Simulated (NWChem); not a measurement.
# the pair SiH4S2···SiH2SO: a chain of runs

Aim: a single-point energy (singlet Si2H6S3O, BLYP-D3(BJ)/STO-3G), then the energy (singlet SiH4S2, BLYP-D3(BJ)/STO-3G), then a single-point energy (singlet SiH2SO, BLYP-D3(BJ)/STO-3G), then a single-point energy (singlet SiH4S2, BLYP-D3(BJ)/STO-3G), then the energy (singlet SiH2SO, BLYP-D3(BJ)/STO-3G) of H6OS3Si2 and its partners. 

The calculation is run with NWChem 7.3.0.

**1. Starting point**

Si2H6S3O has 12 atoms, charge 0, and is taken as a singlet. The two molecules were placed rigidly side by side, at 1.3 times their contact distance; the pair isn't optimised.

Bond lengths: S1–Si2 2.137 Å, Si2–S3 2.126 Å, O8–Si9 1.646 Å, Si9–S10 2.176 Å, S1–H4 1.345 Å, Si2–H5 1.484 Å, Si2–H6 1.482 Å, S3–H7 1.344 Å, O8–H11 0.960 Å, S10–H12 1.346 Å. Some angles: S1–Si2–S3 108.8°, O8–Si9–S10 104.3°, S1–Si2–H5 108.3°, S1–Si2–H6 113.2°, S3–Si2–H5 113.0°, S3–Si2–H6 104.0°, Si2–S1–H4 93.8°, Si2–S3–H7 94.4°, Si9–O8–H11 123.1°, Si9–S10–H12 99.8°.

**2. A single-point energy at BLYP-D3(BJ)/STO-3G (run 1)**

File h6os3si2.nw:

```
start h6os3si2
memory 2200 mb
charge 0
geometry noautosym nocenter noautoz
S    -1.449640   -0.930390   -0.538340
Si   -0.008440    0.432610    0.255560
S     1.552060   -0.678990    1.177960
H    -1.907340   -0.055890   -1.451640
H     0.472560    1.297110   -0.850440
H    -0.544240    1.274310    1.351960
H     1.885060   -1.338790    0.054960
O    -1.539910   -2.165190    5.279000
Si   -1.825660   -3.184340    4.018170
S    -3.984240   -3.116380    3.752030
H    -2.236980   -1.687840    5.735690
H    -4.308830   -2.251950    4.731280
end
basis "ao basis" spherical bse
* library STO-3G
end
dft
xc becke88 lyp
disp vdw 4
grid fine
convergence energy 1e-08
iterations 100
mulliken
print low
end
task dft energy
```

The run is started by

```console
nwchem h6os3si2.nw > h6os3si2.out
```

The program printed:

```text
[...]
 d= 0,ls=0.0,diis     1  -1830.9781746309 -2.34D+03  6.10D-02  1.08D+00     0.9
[...]
 d= 0,ls=0.0,diis    12  -1831.1884568133 -9.18D-10  4.40D-07  2.24D-10     6.5
         Total DFT energy =    -1831.188456813330
      One electron energy =    -3571.612359055603
           Coulomb energy =     1356.828673630240
    Exchange-Corr. energy =     -130.084160757686
 Nuclear repulsion energy =      513.705806181497
    Dispersion correction =       -0.026416811779
[...]
      Total Density - Mulliken Population Analysis
     ---------------------------------------------
    Atom       Charge   Shell Charges
 -----------   ------   -------------------------------------------------------
    1 S   16    16.07   2.00  2.00  5.95  1.91  4.21
    2 Si  14    13.58   2.00  1.98  5.87  1.33  2.40
    3 S   16    16.06   2.00  2.00  5.95  1.91  4.20
    4 H    1     1.03   1.03
    5 H    1     1.12   1.12
    6 H    1     1.12   1.12
    7 H    1     1.02   1.02
    8 O    8     8.38   2.00  1.84  4.54
    9 Si  14    13.65   2.00  2.00  5.87  1.84  1.96
   10 S   16    16.10   2.00  2.00  5.95  1.91  4.24
[...]
```

Run time: 7.2 s. Hardware: 1 thread of AMD EPYC 9R45 (Zen 5), shared host; peak memory 0.13 GiB.

**3. SiH4S2: a single-point energy at BLYP-D3(BJ)/STO-3G (run 2)**

File a.nw:

```
start a
title "H4S2Si BLYP"
memory 2200 mb

geometry noautosym nocenter noautoz
S       -1.449640      -0.930390      -0.538340
Si      -0.008440       0.432610       0.255560
S        1.552060      -0.678990       1.177960
H       -1.907340      -0.055890      -1.451640
H        0.472560       1.297110      -0.850440
H       -0.544240       1.274310       1.351960
H        1.885060      -1.338790       0.054960
end

basis spherical bse
* library STO-3G
end

dft
xc becke88 lyp
disp vdw 4
grid fine
convergence energy 1e-08
maxiter 100
mulliken
print low
end

task dft energy
```

The run is started by

```console
nwchem a.nw > a.out
```

The program printed:

```text
[...]
 d= 0,ls=0.0,diis     1  -1075.9128308837 -1.27D+03  6.75D-02  4.79D-01     0.4
[...]
 d= 0,ls=0.0,diis     8  -1076.0027888952  3.58D-10  4.16D-06  6.18D-09     1.9
         Total DFT energy =    -1076.002788895190
      One electron energy =    -1884.788142005864
           Coulomb energy =      687.375997548530
    Exchange-Corr. energy =      -73.950658775367
 Nuclear repulsion energy =      195.375250310932
    Dispersion correction =       -0.015235973421
[...]
      Total Density - Mulliken Population Analysis
     ---------------------------------------------
    Atom       Charge   Shell Charges
 -----------   ------   -------------------------------------------------------
    1 S   16    16.07   2.00  2.00  5.95  1.91  4.21
    2 Si  14    13.58   2.00  1.98  5.87  1.33  2.40
    3 S   16    16.06   2.00  2.00  5.95  1.91  4.20
    4 H    1     1.03   1.03
    5 H    1     1.12   1.12
    6 H    1     1.12   1.12
    7 H    1     1.02   1.02
[...]
```

Run time: 2.4 s. Hardware: 1 thread of AMD EPYC 9R45 (Zen 5), shared host; peak memory 0.12 GiB.

**4. SiH2SO: the energy at BLYP-D3(BJ)/STO-3G (run 3)**

File h2ossi.nw:

```
start h2ossi
memory total 2200 mb

geometry units au noautosym nocenter noautoz
O     -2.91000816    -4.09161611     9.97586421
Si    -3.44999740    -6.01753049     7.59324082
S     -7.52912241    -5.88910470     7.09030911
H     -4.22727955    -3.18955534    10.83888324
H     -8.14250862    -4.25556875     8.94082342
end

basis spherical bse
* library STO-3G
end

dft
xc becke88 lyp
disp vdw 4
grid fine
convergence energy 1e-08
maxiter 100
mulliken
print low
end

task dft energy
```

The run is started by

```console
nwchem h2ossi.nw > h2ossi.out
```

The program printed:

```text
[...]
 d= 0,ls=0.0,diis     1   -755.0634789909 -8.89D+02  1.08D-01  5.97D-01     0.2
[...]
 d= 0,ls=0.0,diis    12   -755.1839036280 -7.86D-11  7.93D-08  1.87D-12     1.5
         Total DFT energy =     -755.183903627997
      One electron energy =    -1317.891167310864
           Coulomb energy =      484.918441941559
    Exchange-Corr. energy =      -56.133625535863
 Nuclear repulsion energy =      133.931600578048
    Dispersion correction =       -0.009153300876
[...]
      Total Density - Mulliken Population Analysis
     ---------------------------------------------
    Atom       Charge   Shell Charges
 -----------   ------   -------------------------------------------------------
    1 O    8     8.38   2.00  1.84  4.54
    2 Si  14    13.66   2.00  2.00  5.87  1.84  1.96
    3 S   16    16.10   2.00  2.00  5.95  1.91  4.24
    4 H    1     0.81   0.81
    5 H    1     1.05   1.05
[...]
```

Wall time 2 s (1 thread of AMD EPYC 9R45 (Zen 5), shared host); peak memory 0.12 GiB.

**5. SiH4S2 among ghost functions: a single-point energy at BLYP-D3(BJ)/STO-3G (with ghost functions) (run 4)**

File struct.nw:

```
START struct
TITLE "H4S2Si energy"
memory total 2200 mb

GEOMETRY noautosym nocenter noautoz
  S    -1.449640   -0.930390   -0.538340
  Si   -0.008440    0.432610    0.255560
  S     1.552060   -0.678990    1.177960
  H    -1.907340   -0.055890   -1.451640
  H     0.472560    1.297110   -0.850440
  H    -0.544240    1.274310    1.351960
  H     1.885060   -1.338790    0.054960
  bqO     -1.539910    -2.165190     5.279000
  bqSi    -1.825660    -3.184340     4.018170
  bqS     -3.984240    -3.116380     3.752030
  bqH     -2.236980    -1.687840     5.735690
  bqH     -4.308830    -2.251950     4.731280
END

BASIS "ao basis" spherical bse
  S library STO-3G
  Si library STO-3G
  H library STO-3G
  bqO library O STO-3G
  bqSi library Si STO-3G
  bqS library S STO-3G
  bqH library H STO-3G
END

DFT
  xc becke88 lyp
  disp vdw 4
  grid fine
  convergence energy 1e-08
  iterations 100
  mulliken
  noprint "final vectors analysis"
END

TASK dft
```

The run is started by

```console
nwchem struct.nw > struct.out
```

The program printed:

```text
[...]
          Wavefunction type:  closed shell.
          No. of atoms     :    12
          No. of electrons :    50
[...]
          Charge           :     0
          Spin multiplicity:     1
[...]
          AO basis - number of functions:    56
[...]
              XC Information
              --------------
                    Becke 1988 Exchange Functional  1.000
              Lee-Yang-Parr Correlation Functional  1.000
[...]
 d= 0,ls=0.0,diis     1  -1075.9128369838 -1.27D+03  3.74D-02  4.79D-01     0.9
[...]
 d= 0,ls=0.0,diis     8  -1076.0027937652  3.18D-10  2.33D-06  6.21D-09     3.9
         Total DFT energy =    -1076.002793765186
      One electron energy =    -1884.788045852725
           Coulomb energy =      687.375890888693
    Exchange-Corr. energy =      -73.950653138665
 Nuclear repulsion energy =      195.375250310932
    Dispersion correction =       -0.015235973421
[...]
      Total Density - Mulliken Population Analysis
     ---------------------------------------------
    Atom       Charge   Shell Charges
 -----------   ------   -------------------------------------------------------
    1 S   16    16.07   2.00  2.00  5.95  1.91  4.21
    2 Si  14    13.58   2.00  1.98  5.87  1.33  2.40
    3 S   16    16.06   2.00  2.00  5.95  1.91  4.20
    4 H    1     1.03   1.03
    5 H    1     1.12   1.12
    6 H    1     1.12   1.12
    7 H    1     1.02   1.02
    8 X    0    -0.00  -0.00 -0.00 -0.00
    9 X    0     0.00   0.00  0.00 -0.00  0.00  0.00
   10 X    0     0.00   0.00  0.00 -0.00  0.00  0.00
[...]
```

Wall time 4.5 s (1 thread of AMD EPYC 9R45 (Zen 5), shared host); peak memory 0.13 GiB.

**6. SiH2SO among ghost functions: the energy at BLYP-D3(BJ)/STO-3G (with ghost functions) (run 5)**

File mol.nw:

```
start mol
title "H2OSSi"
memory stack 880 mb heap 220 mb global 1100 mb

geometry noautosym nocenter noautoz
O    -1.539910   -2.165190    5.279000
Si   -1.825660   -3.184340    4.018170
S    -3.984240   -3.116380    3.752030
H    -2.236980   -1.687840    5.735690
H    -4.308830   -2.251950    4.731280
bqS     -1.449640    -0.930390    -0.538340
bqSi    -0.008440     0.432610     0.255560
bqS      1.552060    -0.678990     1.177960
bqH     -1.907340    -0.055890    -1.451640
bqH      0.472560     1.297110    -0.850440
bqH     -0.544240     1.274310     1.351960
bqH      1.885060    -1.338790     0.054960
end

basis spherical bse
O library STO-3G
Si library STO-3G
S library STO-3G
H library STO-3G
bqS library S STO-3G
bqSi library Si STO-3G
bqH library H STO-3G
end

dft
xc becke88 lyp
mult 1
disp vdw 4
grid fine
convergence energy 1e-08
iterations 100
mulliken
print low
end

task dft energy
```

The run is started by

```console
nwchem mol.nw > mol.out
```

The program printed:

```text
[...]
 d= 0,ls=0.0,diis     1   -755.0634795160 -8.89D+02  4.83D-02  5.97D-01     0.8
[...]
 d= 0,ls=0.0,diis    12   -755.1839046089 -7.44D-11  4.48D-08  2.76D-12     5.2
         Total DFT energy =     -755.183904608918
      One electron energy =    -1317.891118843068
           Coulomb energy =      484.918377283389
    Exchange-Corr. energy =      -56.133619855124
 Nuclear repulsion energy =      133.931610107097
    Dispersion correction =       -0.009153301211
[...]
      Total Density - Mulliken Population Analysis
     ---------------------------------------------
    Atom       Charge   Shell Charges
 -----------   ------   -------------------------------------------------------
    1 O    8     8.38   2.00  1.84  4.54
    2 Si  14    13.66   2.00  2.00  5.87  1.84  1.96
    3 S   16    16.10   2.00  2.00  5.95  1.91  4.24
    4 H    1     0.81   0.81
    5 H    1     1.05   1.05
    6 X    0     0.00   0.00  0.00 -0.00  0.00  0.00
    7 X    0     0.00   0.00  0.00 -0.00  0.00  0.00
    8 X    0     0.00   0.00  0.00 -0.00  0.00  0.00
    9 X    0     0.00   0.00
   10 X    0     0.00   0.00
[...]
```

Wall time 6 s (1 thread of AMD EPYC 9R45 (Zen 5), shared host); peak memory 0.13 GiB.

**7. Outcome**

| quantity | value |
| --- | --- |
| run 1, BLYP-D3(BJ)/STO-3G: total energy | -1831.18846 Eh |
| run 1, BLYP-D3(BJ)/STO-3G: dispersion energy | -69.36 kJ/mol |
| SiH4S2: total energy | -1076.00279 Eh |
| SiH4S2: dispersion energy | -40.00 kJ/mol |
| SiH2SO: total energy | -755.18390 Eh |
| SiH2SO: dispersion energy | -24.03 kJ/mol |
| SiH4S2 among ghost functions: total energy | -1076.00279 Eh |
| SiH4S2 among ghost functions: dipole moment | 1.32 D |
| SiH4S2 among ghost functions: dispersion energy | -40.00 kJ/mol |
| SiH2SO among ghost functions: total energy | -755.18390 Eh |
| SiH2SO among ghost functions: dispersion energy | -24.03 kJ/mol |
| interaction energy of the rigid parts SiH4S2 and SiH2SO (parts in their own basis; closest atoms 5.07 Å apart) | -0.048 eV |
| interaction energy of the rigid parts SiH4S2 and SiH2SO (parts in the whole basis, counterpoise; closest atoms 5.07 Å apart) | -0.048 eV |

**Reading.** The interaction energy of the rigid parts SiH4S2 and SiH2SO (parts in their own basis; closest atoms 5.07 Å apart) is −0.05 eV (−1.1 kcal/mol): the parts attract. Without counterpoise this holds the superposition error of the basis. The interaction energy of the rigid parts SiH4S2 and SiH2SO (parts in the whole basis, counterpoise; closest atoms 5.07 Å apart) is −0.05 eV (−4.6 kJ/mol): the parts attract. The basis-set superposition error is 0.0 kJ/mol. Mulliken charges (run 1, BLYP-D3(BJ)/STO-3G) run from -0.38 on O8 to +0.42 on Si2.
